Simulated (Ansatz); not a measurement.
Runs of Ansatz 0.2.0 on CoNiO2. The structure is tetragonal, space group P4/mmm (No. 123). Conventional cell: a = 3.014 Å, b = 3.014 Å, c = 4.222 Å, α = 90.00°, β = 90.00°, γ = 90.00°. Around Ni (site symmetry 4/mmm) lie 6 O at 2.11 to 2.13 Å. Co (site symmetry 4/mmm) has 6 O at 2.11 to 2.13 Å as nearest neighbours. O (site symmetry 4/mmm) is surrounded by 2 Ni at 2.11 Å and 4 Co at 2.13 Å. O (site symmetry 4/mmm) is surrounded by 2 Co at 2.11 Å and 4 Ni at 2.13 Å. The cell comes from a database or a generator and needn't be the stable form of this composition.

```tsv
task	cell	cutoff (eV)	basis error allowed	gap on the mesh (eV)	pressure (GPa)	moment (μB)
relaxation of cell and atoms	relaxed to 10 GPa	-	0.002 eV/atom	-	10.0	(a)
relaxation of cell and atoms	relaxed to 5 GPa	-	0.002 eV/atom	-	5.0	2.97
relaxation of cell and atoms	relaxed	-	0.002 eV/atom	-	0.0	(b)
relaxation of cell and atoms	relaxed to 20 GPa	-	0.002 eV/atom	-	20.0	2.58
single point	atoms moved at random, drawn with an rms of 0.05 Å	388	0.001 eV/atom	none	-11.5	4.56
relaxation of cell and atoms	relaxed to 30 GPa	-	0.002 eV/atom	-	30.0	1.92
single point	as given	369	0.001 eV/atom	none	-11.9	4.56
```

Alike in all rows: level PBEsol; potentials or basis all-electron LAPW, scalar-relativistic; spin collinear, ferromagnetic start; k mesh 9 × 9 × 6; smearing fermi-dirac 0.05 eV.

**Question.** Fill in the values left out.

**Answer.** (a) 2.76; (b) 3.24.

Caveats: semilocal functionals often make such compounds metallic where correlation or magnetic order opens a gap, which also shifts bond lengths (some runs).

A gap of «none» marks a metal or a gap under the smearing width.
